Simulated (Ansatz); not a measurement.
# Mo (Mo, dhcp): the cost of one run

Program: Ansatz 0.2.0. Level of theory: DFT PBEsol, plane waves (420 eV) with PAW, scalar-relativistic; PBE-made PAW files. These are calculated values, not measurements.

## 1. The structure to begin with

Symmetry: P6_3/mmc, No. 194, hexagonal system. Conventional cell: a = 2.804 Å, b = 2.804 Å, c = 9.158 Å, α = 90.00°, β = 90.00°, γ = 120.00°. Around Mo (site symmetry -3m) lie 12 Mo at 2.80 Å. Mo (site symmetry -6m2) has 12 Mo at 2.80 Å as nearest neighbours.

As a file:

```cif
data_structure
_symmetry_space_group_name_H-M 'P6_3/mmc'
_symmetry_Int_Tables_number 194
_cell_length_a 2.8039
_cell_length_b 2.8039
_cell_length_c 9.1576
_cell_angle_alpha 90.000
_cell_angle_beta 90.000
_cell_angle_gamma 120.000
_cell_volume 62.35
loop_
_atom_site_label
_atom_site_type_symbol
_atom_site_symmetry_multiplicity
_atom_site_Wyckoff_symbol
_atom_site_fract_x
_atom_site_fract_y
_atom_site_fract_z
_atom_site_occupancy
Mo1 Mo 2 a 0.00000 0.00000 0.00000 1
Mo2 Mo 2 c 0.33333 0.66667 0.25000 1
```

## 2. Geometry optimisation

input.yaml reads:

```yaml
crystal:
  lattice:
    - [2.8039216218, 0.0, 0.0]
    - [-1.4019608109, 2.4282673547, 0.0]
    - [0.0, 0.0, 9.1576080168]
  atoms:
    - { symbol: Mo, position: [0.0, 0.0, 0.0] }
    - { symbol: Mo, position: [0.0, 0.0, 0.5] }
    - { symbol: Mo, position: [0.3333333333, 0.6666666667, 0.25] }
    - { symbol: Mo, position: [0.6666666667, 0.3333333333, 0.75] }
hamiltonian:
  xc: pbesol
  pseudopotentials:
    kind: paw
    azcp:
      Mo: "pseudopotentials/Mo.paw.azcp"
basis:
  ecutwfc: 420
  fft_grid_basis: typed
kpoints:
  mp_grid: { grid: [13, 13, 4], shift: [0, 0, 0] }
magnetization:
  spin_polarized: false
scf:
  occupations: { method: fermi_dirac, width: 0.1 }
relax:
  max_steps: 60
  f_tol: 0.01
  cell: {}
```

Command:

```
> ansatz run input.yaml --threads 2 --pin off --max-ram 5120MiB --backend cpu --events-out ev --progress --plain --runs-dir out
```

**Question.** How long does this run take on 2 threads of Arm Neoverse V1, shared host, and how much memory does it need?

About 20 s, with a peak of 0.4 GiB.
